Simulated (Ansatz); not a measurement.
# CH₃BOS₂: a ladder of functionals and wavefunction methods

How much do the methods differ for CH₃BOS₂? The plan is to run it at one geometry with functionals of several rungs and with coupled cluster, and see how far each lands from CCSD(T) at the basis-set limit for the atomisation energy.

Program: Ansatz 0.2.0, Gaussian basis. Level of theory: functionals in def2-TZVPP, the program's frozen cores in correlated methods. These are calculated values, not measurements.

Levels to be run: LDA (SPW92), PBE-D4, revPBE-D4, BLYP-D4, r2SCAN-D4, B97M-V, PBE0-D4, B3LYP-D4, r2SCANh-D4, r2SCAN0-D4, HSE06-D4, BHLYP-D4, CAM-B3LYP-D4, LC-ωPBE, ωB97X-V, ωB97M-V, B2PLYP, PBE-QIDH; CCSD(T)/def2-SVP; CCSD(T)/def2-TZVPP; MP2/def2-QZVPP; extrapolation to the limit; RPA on PBE.

### Step 1. The geometry

An earlier PBE0-D4 in a triple-zeta def2 set relaxation fixed the geometry.

8 atoms, charge 0, spin multiplicity 1.

Atoms are counted from 1 here; the program's logs count them from 0.

Bond lengths: O1–C2 1.316 Å, O1–H8 0.979 Å, C2–B3 1.550 Å, C2–H6 1.090 Å, B3–S4 1.923 Å, B3–S5 1.877 Å, B3–H7 1.187 Å, S4–S5 2.086 Å. Angles: C2–O1–H8 106.6°, O1–C2–B3 125.9°, O1–C2–H6 111.2°, B3–C2–H6 122.5°, C2–B3–S4 76.7°, C2–B3–S5 104.7°, C2–B3–H7 129.3°, S4–B3–S5 66.6°, S4–B3–H7 123.1°, S5–B3–H7 125.9°, B3–S4–S5 55.6°, B3–S5–S4 57.8°.

Geometry (Å):

```xyz
8

O    -0.58229   -0.43497    1.48106
C     0.33565    0.12433    0.72111
B     0.12807    0.63300   -0.72851
S     0.84597   -1.13327   -0.97952
S    -1.09852   -0.56973   -1.48392
H     1.25287    0.30720    1.28031
H     0.57675    1.59553   -1.25875
H    -1.36630   -0.57928    0.91252
```

### Step 2. LDA

This LDA is Slater exchange with PW92 correlation.

The input, in.yaml:

```yaml
crystal:
  periodic: [false, false, false]
  atoms:
    - {symbol: O, position_ang: [-0.582294, -0.434974, 1.481059]}
    - {symbol: C, position_ang: [0.335647, 0.124328, 0.721108]}
    - {symbol: B, position_ang: [0.128072, 0.632997, -0.728508]}
    - {symbol: S, position_ang: [0.845969, -1.133267, -0.979517]}
    - {symbol: S, position_ang: [-1.098524, -0.569734, -1.483915]}
    - {symbol: H, position_ang: [1.252875, 0.307199, 1.280309]}
    - {symbol: H, position_ang: [0.576754, 1.595533, -1.258749]}
    - {symbol: H, position_ang: [-1.366298, -0.579281, 0.912516]}
basis:
  gaussian: {orbitals: def2-TZVPP}
hamiltonian: {xc: lda}
output: {orbitals: {seedname: orbitals}}
```

The run is started by

```console
$ ansatz run in.yaml --threads 2 --pin off --events-out ev --progress --plain --max-ram 4352MiB
```

The runs that follow: PBE-D4 (GGA); revPBE-D4 (GGA); BLYP-D4 (GGA); r2SCAN-D4 (meta-GGA); B97M-V (meta-GGA); B3LYP-D4 (hybrid); r2SCANh-D4 (hybrid); r2SCAN0-D4 (hybrid); HSE06-D4 (hybrid); BHLYP-D4 (hybrid); CAM-B3LYP-D4 (range-separated); LC-ωPBE (range-separated); ωB97X-V (range-separated); ωB97M-V (range-separated); B2PLYP (double hybrid); PBE-QIDH (double hybrid); CCSD(T) in def2-SVP; CCSD(T) in def2-TZVPP; MP2 in def2-QZVPP; RPA on PBE orbitals.

Q: Predict the results of all the runs planned. Wanted: atomisation energy, CCSD(T)/CBS; farthest beyond LDA; mean size of error, GGA; mean size of error, meta-GGA; mean size of error, hybrid; mean size of error, range-separated; mean size of error, double hybrid; gap, smallest and largest; T1 diagnostic.

As calculated:

| quantity | value |
| --- | --- |
| atomisation energy, CCSD(T)/CBS | 695.7 kcal/mol |
| functionals within 3.5 kcal/mol (0.5 %) | B3LYP-D4, CAM-B3LYP-D4, LC-ωPBE, PBE-QIDH |
| farthest beyond LDA | PBE-D4 (+37.2 kcal/mol) |
| mean size of error, GGA | 19.3 kcal/mol |
| mean size of error, meta-GGA | 13.4 kcal/mol |
| mean size of error, hybrid | 12.4 kcal/mol |
| mean size of error, range-separated | 4.4 kcal/mol |
| mean size of error, double hybrid | 5.2 kcal/mol |
| gap, smallest and largest | 2.96 eV (LDA (SPW92)), 10.00 eV (LC-ωPBE) |
| T1 diagnostic | 0.0169 |
| triples share of the correlation energy | 5.0 % |

**Reading.** The LDA atomisation energy is off by 142.1 kcal/mol (20 %): it overbinds. PBE-D4 misses by +37.2 kcal/mol. Double hybrids carry the basis error of their MP2 part in triple zeta, and no dispersion term here, so their miss is partly the set-up's. By mean error the best rung here is range-separated (4.4 kcal/mol) and the worst beyond LDA is GGA (19.3 kcal/mol). The gap between the best rungs is small, so their order is not settled. The reference freezes the cores and leaves out relativity and excitations past (T), so misses under about 3.5 kcal/mol can't be ranked. Hartree-Fock recovers 66 % of the binding; the rest is correlation. CCSD(T) in def2-SVP is off by -49.7 kcal/mol, which most functionals beat. The gap grows from 3.0 to 10.0 eV across the functionals, mostly with the share of exact exchange.
